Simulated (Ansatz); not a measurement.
# GaPHCl+ (doublet): wave-function methods side by side, cc-pVDZ

One table from this session's results is given with a row withheld; the runs are named, their logs left out.

Program: Ansatz 0.2.0, Gaussian basis. Level of theory: cc-pVDZ, core rule «outside noble gas», up to 24 orbitals frozen. These are calculated values, not measurements.

The runs, in order: UHF; CCSD(T) on ROHF; CCSD(T) on UHF; BCCD(T) on ROHF; CISD as a restricted active space (open shells left free, so some higher excitations enter); CCSDT(Q) on ROHF; CCSDT(Q) on UHF.

12 further runs of the same task are left out: 6 that didn't finish, 6 set aside as unsound or not needed. Runs told in other sessions of the task aren't counted.

## The geometry

The geometry is a PBE0/def2-TZVP stationary point (not a proven minimum) of the parent state, kept for this charge and spin. No spin-orbit coupling is included. The filled d shell of Ga may be among the frozen orbitals whatever the setting's name suggests.

4 atoms, charge 1, spin multiplicity 2.

Atoms are counted from 1 here; the program's logs count them from 0.

Bond lengths: Cl1–Ga2 2.111 Å, Ga2–P3 2.136 Å, P3–H4 1.435 Å. Angles: Cl1–Ga2–P3 178.4°, Ga2–P3–H4 83.1°.

Set-up of the first run:

The input, in.yaml:

```yaml
crystal:
  periodic: [false, false, false]
  atoms:
    - {symbol: Cl, position_ang: [-0.000007, -0.312331, 2.619641]}
    - {symbol: Ga, position_ang: [0.000020, -0.324448, 0.508224]}
    - {symbol: P, position_ang: [-0.000008, -0.396535, -1.626252]}
    - {symbol: H, position_ang: [-0.000004, 1.033315, -1.501613]}
basis:
  gaussian: {orbitals: cc-pVDZ}
total_charge: 1
magnetization: {spin_polarized: true, initial_magnetization: 1}
hamiltonian: {xc: hf}
output: {orbitals: {seedname: orbitals}}
```

On the command line:

```
$ ansatz run in.yaml --threads 1 --pin off --events-out ev --progress --plain --max-ram 2393MiB
```

Among the steps run: UHF; CCSD(T) on ROHF; CCSD(T) on UHF; BCCD(T) on ROHF; CISD as a restricted active space (open shells left free, so some higher excitations enter); CCSDT(Q) on ROHF; CCSDT(Q) on UHF.

One of the session's tables, all rows but one given; the rest of the session is left out.

It belongs to the step «Misses and costs». 

| method | from UCCSDT(Q) (meV) |
| --- | --- |
| ROHF | +8751.9 |
| UHF | +8646.3 |
| RMP2 | +1277.5 |
| UMP2 | +1292.8 |
| RCCSD | +315.7 |
| UCCSD | +312.7 |
| RCCSD(T) | +57.2 |
| UCCSD(T) | +57.1 |
| BCCD(T) | +55.8 |
| RCCSDT | ? |
| UCCSDT | +21.1 |
| RCCSDT(Q) | +2.5 |
| UCCSDT(Q) | 0 |

Q: Estimate the row for RCCSDT from the others.

The run gave: from UCCSDT(Q) (meV): +21.6. In the column «from UCCSDT(Q) (meV)» it lies between UCCSDT (+21.1) and BCCD(T) (+55.8).

Not comparable, so not listed: CISD as a restricted active space (open shells left free, so some higher excitations enter) (they don't share determinant, frozen orbitals or solution with the rows shown, or repeat one).

Caveats from the session: Restricted and unrestricted rows rest on different reference determinants; a gap between their highest levels can come from leftover correlation error, from unlike frozen cores or from another state.
